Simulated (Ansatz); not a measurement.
# AlTlS3: the cost of one run

Computed with Ansatz 0.2.0 (DFT PBE, scalar-relativistic, plane waves, PAW, unless a step's input says otherwise).

1 further run of the same task is left out (it didn't finish).

## 1. The structure to begin with

The structure is trigonal, space group P3m1 (No. 156). The conventional cell has a = 4.754 Å, b = 4.754 Å, c = 7.502 Å, α = 90.00°, β = 90.00°, γ = 120.00°. Al (site symmetry 3m) is surrounded by 7 S at 2.94 to 3.20 Å. Around Tl (site symmetry 3m) lie 7 S at 2.98 to 3.22 Å. Around S (site symmetry 3m) lie 3 Al at 3.20 Å and 3 Tl at 3.22 Å. Around S (site symmetry 3m) lie 3 Al at 2.94 Å and 1 Tl at 3.11 Å. S (site symmetry 3m) has 3 Tl at 2.98 Å and 1 Al at 3.01 Å as nearest neighbours.

As a file:

```
Al Tl S
1.0
     4.75400    0.00000    0.00000
    -2.37700    4.11709    0.00000
     0.00000    0.00000    7.50183
Al Tl S
1 1 3
Direct
  0.66667 0.33333 0.22507
  0.33333 0.66667 0.77965
  0.00000 0.00000 0.00449
  0.33333 0.66667 0.36494
  0.66667 0.33333 0.62586
```

A structure generator made this guess: species swapped into a database cell of Mg3BiSb (P3m1, No. 156), with S on the Mg sites, Al on the Sb sites and Tl on the Bi sites. The dimensions are guesses.

## 2. A first look at the guess

Contents of input.yaml:

```yaml
crystal:
  lattice:
    - [4.75400036, 0.0, 0.0]
    - [-2.37700018, 4.11708508, 0.0]
    - [0.0, 0.0, 7.50182851]
  atoms:
    - { symbol: Al, position: [0.66666667, 0.33333333, 0.22507] }
    - { symbol: Tl, position: [0.33333333, 0.66666667, 0.77964503] }
    - { symbol: S, position: [0.0, 0.0, 0.004493] }
    - { symbol: S, position: [0.33333333, 0.66666667, 0.36493599] }
    - { symbol: S, position: [0.66666667, 0.33333333, 0.62585598] }
basis:
  ecutwfc: 420
kpoints:
  mp_grid: { grid: [6, 6, 2] }
hamiltonian:
  xc: pbe
scf:
  occupations: { method: gaussian, width: 0.1 }
  lower_state_search: "off"
output:
  forces: true
  stress: true
  eigenvalues: true
```

Started as:

```sh
$ ansatz run input.yaml --threads 1 --pin off --max-ram 2560MiB --backend cpu --events-out ev --progress --plain --runs-dir out
```

Q: Estimate wall time and peak memory on 1 thread of Arm Neoverse V1, shared host.

About 4.7 s, with a peak of 0.29 GiB.
